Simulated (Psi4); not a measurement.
# PBE0/def2-TZVPP (sweep point 4) run of AlHOF2 (SMILES [OH][Al]([F])[F])

Aim: the vertical ionisation energy of AlHOF2 at PBE0/def2-TZVPP (sweep point 4), from 2 runs. The job is set up through a Python script.

The results are computed with Psi4 1.11.

**1. The molecule**

AlHOF2 has 5 atoms, charge 0, and is taken as a singlet. As SMILES, `[OH][Al]([F])[F]`. The coordinates come from a PBE0-D4/def2-TZVP relaxation.

Bond lengths: O1–Al2 1.674 Å, Al2–F3 1.633 Å, Al2–F4 1.638 Å, O1–H5 0.955 Å. Angles: O1–Al2–F3 119.1°, O1–Al2–F4 122.4°, F3–Al2–F4 118.6°, Al2–O1–H5 123.7°.

**2. The energy at PBE0/def2-TZVPP (sweep point 4)**

The input, alf2ho.py:

```python
import psi4

psi4.set_memory(1600000000)
psi4.set_num_threads(1)
psi4.core.set_output_file('run.log', False)

m = psi4.geometry("""
O      0.004500     1.227000     0.002400
Al     0.185700    -0.435200     0.092100
F      1.487400    -1.050600     0.862600
F     -0.897900    -1.471800    -0.566700
H     -0.729900     1.657100    -0.431800
units angstrom
symmetry c1
""")

psi4.set_options({
    'basis': 'def2-TZVPP',
    'puream': True,
    'scf_type': 'pk',
    'dft_radial_points': 99,
    'dft_spherical_points': 590,
})

E = psi4.energy('PBE0')
print('E =', round(E, 9))
```

Run with:

```console
$ python alf2ho.py
```

run.log:

```text
[...]
  Running in c1 symmetry.
[...]
  Nuclear repulsion =  160.477498767309982
[...]
  Multiplicity = 1
[...]
  Nalpha       = 20
  Nbeta        = 20
[...]
    Number of basis functions: 149
[...]
   @RKS iter   1:  -517.58441537487090   -6.42012e-01   6.69077e-03 DIIS/ADIIS
[...]
   @RKS iter   8:  -517.90404631659260   -8.87144e-09   9.70747e-07 DIIS
[...]
    Orbital Energies [Eh]
    ---------------------
    Doubly Occupied:
       1A    -56.185862     2A    -24.747188     3A    -24.745149
       4A    -19.215421     5A     -4.216889     6A     -2.751709
       7A     -2.745981     8A     -2.744617     9A     -1.194760
      10A     -1.186248    11A     -1.026660    12A     -0.548426
      13A     -0.496098    14A     -0.470229    15A     -0.447474
      16A     -0.445671    17A     -0.433548    18A     -0.426028
      19A     -0.379885    20A     -0.365497
[...]
  @RKS Final Energy:  -517.90404631659260
   => Energetics <=
    Nuclear Repulsion Energy =            160.4774987673099815
    One-Electron Energy =               -1041.1766524312654383
    Two-Electron Energy =                 399.4219701256517965
    DFT Exchange-Correlation Energy =     -36.6268627782888672
    Empirical Dispersion Energy =           0.0000000000000000
    VV10 Nonlocal Energy =                  0.0000000000000000
    Total Energy =                       -517.9040463165925985
[...]
 Multipole Moments:
 ------------------------------------------------------------------------------------
     Multipole            Electronic (a.u.)      Nuclear  (a.u.)        Total (a.u.)
 ------------------------------------------------------------------------------------
 L = 1.  Multiply by 2.5417464519 to convert [e a0] to [Debye]
 Dipole X            :          0.5617305           -1.0575995           -0.4958690
 Dipole Y            :         -2.9509461            3.4664567            0.5155106
 Dipole Z            :          0.3028325           -0.5933049           -0.2904724
 Magnitude           :                                                    0.7720178
[...]
```

On the terminal:

```text
E = -517.904046317
```

It took 17 s on 1 thread of AMD EPYC 9R45 (Zen 5), shared host; peak memory 1.2 GiB.

**3. The doublet cation, same level**

Edit alf2ho.py of step 2 so:

```diff
@@ -6,3 +6,4 @@
 
-m = psi4.geometry("""
+geom = psi4.geometry("""
+1 2
 O      0.004500     1.227000     0.002400
@@ -18,2 +19,3 @@
     'basis': 'def2-TZVPP',
+    'reference': 'uks',
     'puream': True,
@@ -22,5 +24,6 @@
     'dft_spherical_points': 590,
+    'maxiter': 150,
 })
 
-E = psi4.energy('PBE0')
-print('E =', round(E, 9))
+E, wfn = psi4.energy('pbe0', return_wfn=True)
+print(f'total energy {E:.8f} hartree = {E * 27.211386:.5f} eV')
```

Run with:

```console
$ python alf2ho.py
```

run.log:

```text
[...]
  Running in c1 symmetry.
[...]
  Nuclear repulsion =  160.477498767309982
[...]
  Multiplicity = 2
[...]
  Nalpha       = 20
  Nbeta        = 19
[...]
    Number of basis functions: 149
[...]
   @UKS iter   1:  -517.27852243310429   -3.36119e-01   4.69505e-03 ADIIS/DIIS
[...]
   @UKS iter  13:  -517.43092115743605   -3.70562e-08   2.45580e-07 DIIS
[...]
   @S^2 Observed:                7.550153067E-01
[...]
    Orbital Energies [Eh]
    ---------------------
    Alpha Occupied:
       1A    -56.465630     2A    -24.978948     3A    -24.974950
       4A    -19.673453     5A     -4.495981     6A     -3.030205
       7A     -3.026038     8A     -3.022936     9A     -1.468510
      10A     -1.419381    11A     -1.410646    12A     -0.942079
      13A     -0.843201    14A     -0.795116    15A     -0.718407
      16A     -0.688980    17A     -0.670673    18A     -0.664176
      19A     -0.657510    20A     -0.643668
    Alpha Virtual:
      21A     -0.282750    22A     -0.223240    23A     -0.191547
      24A     -0.135128    25A     -0.083722    26A     -0.022621
[...]
  @UKS Final Energy:  -517.43092115743605
   => Energetics <=
    Nuclear Repulsion Energy =            160.4774987673099815
    One-Electron Energy =               -1029.8249285082013103
    Two-Electron Energy =                 388.2670800361150896
    DFT Exchange-Correlation Energy =     -36.3505714526597998
    Empirical Dispersion Energy =           0.0000000000000000
    VV10 Nonlocal Energy =                  0.0000000000000000
    Total Energy =                       -517.4309211574360461
[...]
 Multipole Moments:
 ------------------------------------------------------------------------------------
     Multipole            Electronic (a.u.)      Nuclear  (a.u.)        Total (a.u.)
 ------------------------------------------------------------------------------------
 L = 1.  Multiply by 2.5417464519 to convert [e a0] to [Debye]
 Dipole X            :          0.2361120           -1.0575995           -0.8214875
 Dipole Y            :         -0.9263165            3.4664567            2.5401402
 Dipole Z            :          0.1307821           -0.5933049           -0.4625228
 Magnitude           :                                                    2.7094430
[...]
```

On the terminal:

```text
total energy -517.43092116 hartree = -14080.01252 eV
```

It took 32 s on 1 thread of AMD EPYC 9R45 (Zen 5), shared host; peak memory 1.2 GiB.

**4. Summary of results**

Level: PBE0/def2-TZVPP (sweep point 4).

```
                                          quantity          value
                      singlet AlHOF2: total energy  -517.90405 Eh
                     singlet AlHOF2: dipole moment         1.96 D
                       singlet AlHOF2: HOMO energy       -9.95 eV
                       singlet AlHOF2: LUMO energy       -1.09 eV
                     singlet AlHOF2: HOMO–LUMO gap        8.85 eV
                      doublet cation: total energy  -517.43092 Eh
doublet cation: HOMO energy (highest over α and β)      -17.40 eV
 doublet cation: LUMO energy (lowest over α and β)      -15.71 eV
                              doublet cation: ⟨S²⟩          0.755
vertical ionisation energy (to the doublet cation)      12.874 eV
```

In words: The vertical ionisation energy comes to 12.87 eV (1242 kJ/mol). The negative HOMO energy of the first species, 9.95 eV, lies 2.93 eV below that difference.
